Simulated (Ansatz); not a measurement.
Relaxation of a periodic cell of 33 atoms, LiAl32 (host Al, host structure fcc, interstitial Li), to a largest force component of 0.03 eV/Å in at most 60 steps.

Level of theory: DFT PBE, scalar-relativistic, plane waves, PAW in Ansatz. Settings: cutoff 420 eV, k mesh 2x2x2, gaussian smearing 0.05 eV, no spin polarisation.

```xyz
33
Lattice="8.1000 0.0000 0.0000 0.0000 8.1000 0.0000 0.0000 0.0000 8.1000" Properties=species:S:1:pos:R:3:forces:R:3
Al 4.050 0.000 0.000 0.00 0.00 -0.01
Al 6.075 2.025 0.000 -0.04 0.04 -0.04
Al 6.075 0.000 2.025 -2.46 0.00 0.03
Al 0.000 0.000 0.000 0.00 0.00 -2.76
Al 2.025 2.025 0.000 0.04 0.04 -0.04
Al 4.050 4.050 0.000 0.00 0.00 0.15
Al 6.075 6.075 0.000 -0.04 -0.04 -0.04
Al 2.025 0.000 2.025 2.52 0.00 0.03
Al 4.050 2.025 2.025 0.00 0.01 0.00
Al 6.075 4.050 2.025 -0.01 0.00 0.00
Al 4.050 0.000 4.050 0.00 0.00 0.01
Al 6.075 2.025 4.050 -0.04 0.04 0.04
Al 6.075 0.000 6.075 -0.01 0.00 0.00
Al 0.000 4.050 0.000 0.00 0.00 -0.01
Al 2.025 6.075 0.000 0.04 -0.04 -0.04
Al 0.000 2.025 2.025 0.00 2.46 0.03
Al 2.025 4.050 2.025 0.01 0.00 0.00
Al 4.050 6.075 2.025 0.00 -0.01 0.00
Al 0.000 0.000 4.050 0.00 0.00 2.25
Al 2.025 2.025 4.050 0.04 0.04 0.04
Al 4.050 4.050 4.050 0.00 0.00 -0.15
Al 6.075 6.075 4.050 -0.04 -0.04 0.04
Al 2.025 0.000 6.075 0.01 0.00 0.00
Al 4.050 2.025 6.075 0.00 -0.15 0.00
Al 6.075 4.050 6.075 0.15 0.00 0.00
Al 0.000 6.075 2.025 0.00 -2.52 0.03
Al 0.000 4.050 4.050 0.00 0.00 0.01
Al 2.025 6.075 4.050 0.04 -0.04 0.04
Al 0.000 2.025 6.075 0.00 0.01 0.00
Al 2.025 4.050 6.075 -0.15 0.00 0.00
Al 4.050 6.075 6.075 0.00 0.15 0.00
Al 0.000 6.075 6.075 0.00 -0.01 0.00
Li 0.003 8.097 1.998 -0.04 0.04 0.39
```

Problem. Where does it end, and by what steps?

Solution. The run converged. Limits of this set-up: coarse k mesh. After 5 steps the energy has fallen by 2.259 eV; Al4 moved furthest, 0.36 Å.

| step | energy less start (eV) | largest force component (eV/Å) | accepted |
| --- | --- | --- | --- |
| 0 | 0.0000 | 2.757 | yes |
| 1 | -1.2595 | 1.714 | yes |
| 2 | -2.1228 | 0.302 | yes |
| 3 | -2.2094 | 0.098 | yes |
| 4 | -2.2576 | 0.046 | yes |
| 5 | -2.2585 | 0.016 | yes |

```xyz
33
Lattice="8.1000 0.0000 0.0000 0.0000 8.1000 0.0000 0.0000 0.0000 8.1000" Properties=species:S:1:pos:R:3
Al 4.050 0.000 -0.103
Al 6.081 2.019 0.005
Al 5.721 0.000 2.028
Al 0.000 0.000 -0.365
Al 2.019 2.019 0.005
Al 4.050 4.050 -0.026
Al 6.081 6.081 0.005
Al 2.381 0.000 2.028
Al 4.050 2.128 2.024
Al 5.972 4.050 2.024
Al 4.050 0.000 4.153
Al 6.078 2.022 4.046
Al 5.972 0.000 6.072
Al 0.000 4.050 -0.103
Al 2.018 6.082 0.006
Al 0.000 2.379 2.028
Al 2.128 4.050 2.024
Al 4.050 5.972 2.024
Al 0.000 0.000 4.396
Al 2.022 2.022 4.046
Al 4.050 4.050 4.076
Al 6.078 6.078 4.046
Al 2.128 0.000 6.072
Al 4.050 2.051 6.076
Al 6.049 4.050 6.076
Al 0.000 5.719 2.028
Al 0.000 4.050 4.153
Al 2.022 6.078 4.046
Al 0.000 2.128 6.072
Al 2.051 4.050 6.076
Al 4.050 6.049 6.076
Al 0.000 5.972 6.072
Li 0.001 8.099 2.013
```

Whether the end is a true minimum wasn't checked by a vibrational analysis.

Run time: 38 s on 2 threads of Arm Neoverse V1, with other jobs on the host, peak memory 0.96 GiB.
